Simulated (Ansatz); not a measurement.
# NaWF2: the cost of one run

Method: DFT PBE, scalar-relativistic, plane waves, PAW, in Ansatz 0.2.0.

### 1 Starting point

Symmetry: P6/mmm, No. 191, hexagonal system. The conventional cell has a = 3.587 Å, b = 3.587 Å, c = 6.164 Å, α = 90.00°, β = 90.00°, γ = 120.00°. Around Na (site symmetry 6/mmm) lie 2 W at 3.08 Å. W (site symmetry 6/mmm) is surrounded by 6 F at 2.07 Å. F (site symmetry -6m2) has 3 F at 2.07 Å and 3 W at 2.07 Å as nearest neighbours.

Structure file:

```cif
data_structure
_symmetry_space_group_name_H-M 'P6/mmm'
_symmetry_Int_Tables_number 191
_cell_length_a 3.5870
_cell_length_b 3.5870
_cell_length_c 6.1636
_cell_angle_alpha 90.000
_cell_angle_beta 90.000
_cell_angle_gamma 120.000
_cell_volume 68.68
loop_
_atom_site_label
_atom_site_type_symbol
_atom_site_symmetry_multiplicity
_atom_site_Wyckoff_symbol
_atom_site_fract_x
_atom_site_fract_y
_atom_site_fract_z
_atom_site_occupancy
Na1 Na 1 b 0.00000 0.00000 0.50000 1
W1 W 1 a 0.00000 0.00000 0.00000 1
F1 F 2 c 0.33333 0.66667 0.00000 1
```

Recipe of the guess: random cell by space group and Wyckoff sites (P6/mmm, No. 191). The dimensions are guesses.

### 2 A first look at the guess

The input, input.yaml:

```yaml
crystal:
  lattice:
    - [3.58700545, 0.0, 0.0]
    - [-1.79350273, 3.10643785, 0.0]
    - [0.0, 0.0, 6.16358615]
  atoms:
    - { symbol: Na, position: [0.0, 0.0, 0.5] }
    - { symbol: W, position: [0.0, 0.0, 0.0] }
    - { symbol: F, position: [0.33333333, 0.66666667, 0.0] }
    - { symbol: F, position: [0.66666667, 0.33333333, 0.0] }
basis:
  ecutwfc: 420
kpoints:
  mp_grid: { grid: [6, 6, 4] }
hamiltonian:
  xc: pbe
scf:
  occupations: { method: gaussian, width: 0.1 }
  lower_state_search: "off"
output:
  forces: true
  stress: true
  eigenvalues: true
```

Launch:

```sh
$ ansatz run input.yaml --threads 1 --pin off --max-ram 2048MiB --backend cpu --events-out ev --progress --plain --runs-dir out
```

**Question.** How long does this run take on 1 thread of Arm Neoverse V2, shared host, and how much memory does it need?

About 2.2 s, with a peak of 0.39 GiB.
